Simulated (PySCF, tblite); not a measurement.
# C₉H₆FP: geometry, infrared bands and NMR shifts

Aim: predict the infrared bands and NMR shifts of C₉H₆FP (`Fc1pccc2ccccc12`).

The runs use tblite 0.8.0 and PySCF 2.14.0, with density-fitted response routines of our own; the level of theory stands in each step. All values are computed, except where a source is named. Atoms are numbered from 0 throughout.

### Step 1. The starting structure

17 atoms, charge 0, multiplicity 1; geometry from: force field or distance geometry start.

Bonds of the start (Å): F0–C1 1.34, C1–P2 1.85, P2–C3 1.82, C3–C4 1.40, C4–C5 1.41, C5–C6 1.40, C6–C7 1.39, C7–C8 1.38, C8–C9 1.39, C9–C10 1.41, C10–C1 1.40, C10–C5 1.42, C3–H11 1.09, C4–H12 1.09, C6–H13 1.09, C7–H14 1.09, C8–H15 1.10, C9–H16 1.09.

### Step 2. Relaxing the molecule with GFN2-xTB

What the job is given:

```
{"job": {"kind": "relax", "xc": "GFN2-xTB", "basis": "xTB"}, "charge": 0, "multiplicity": 1}
F      0.295300     3.090000     0.679300
C      0.805200     1.893500     0.368700
P      2.647200     1.808400     0.259800
C      2.824000     0.050600    -0.162200
C      1.748000    -0.834100    -0.282300
C      0.379600    -0.505300    -0.140300
C     -0.568700    -1.517400    -0.316200
C     -1.928800    -1.265600    -0.173600
C     -2.367800     0.004000     0.136800
C     -1.447500     1.031400     0.318400
C     -0.062900     0.808900     0.183100
H      3.833300    -0.329200    -0.293200
H      2.001100    -1.864400    -0.527700
H     -0.253800    -2.535200    -0.561900
H     -2.656000    -2.065800    -0.316300
H     -3.437800     0.212700     0.254800
H     -1.817200     2.029500     0.563100
```

Launch:

```bash
$ OMP_NUM_THREADS=1 python probes_run.py task.json out
```

The driver reads the jobs from task.json and runs them one after another.

**Question.** This job is followed by: GFN2-xTB harmonic vibrations, gas phase; GIAO PBE0/pcSseg-1 NMR shielding, non-relativistic, gas phase. What will the session give for the following? strongest single infrared mode (GFN2-xTB); zero-point energy (GFN2-xTB); 13C shifts against TMS (PBE0/pcSseg-1); 1H shifts against TMS (PBE0/pcSseg-1); 19F shifts against CFCl3 (PBE0/pcSseg-1); 31P shifts against H3PO4 (PBE0/pcSseg-1).

**Answer**, as computed:

| quantity | value |
| --- | --- |
| strongest single infrared mode (GFN2-xTB) | 1128 cm⁻¹, 65 km/mol |
| zero-point energy (GFN2-xTB) | 74.8 kcal/mol |
| 13C shifts against TMS (PBE0/pcSseg-1) | 214.4, 151.8, 139.9, 137.5, 136.2, 134.0, 133.1, 131.4, 125.1 ppm |
| 1H shifts against TMS (PBE0/pcSseg-1) | 8.76, 8.65, 8.45, 8.26, 8.05, 7.97 ppm |
| 19F shifts against CFCl3 (PBE0/pcSseg-1) | -89.0 ppm |
| 31P shifts against H3PO4 (PBE0/pcSseg-1) | 150.3 ppm |

**Reading.** Relaxing lowered the energy by 0.374 eV in 19 steps; the close pair that moved most is C1–P2, from 1.847 to 1.719 Å. No mode is imaginary among the 45: a minimum at this level. The strongest single mode, at 1128 cm⁻¹, is spread over many atoms; the largest shares are those of C1, H15. GFN2-xTB is a fitted tight-binding method: band positions and strengths are rough. Its intensities can rank the bands wrongly. At PBE0/pcSseg-1: Shielding is most anisotropic at P2 (span 594 ppm, paramagnetic term -799 ppm). NICS(1)zz of -26 ppm above the planar ring from C1 marks a diatropic (aromatic) ring current. NICS(1)zz of -29 ppm above the planar ring from C5 marks a diatropic (aromatic) ring current.
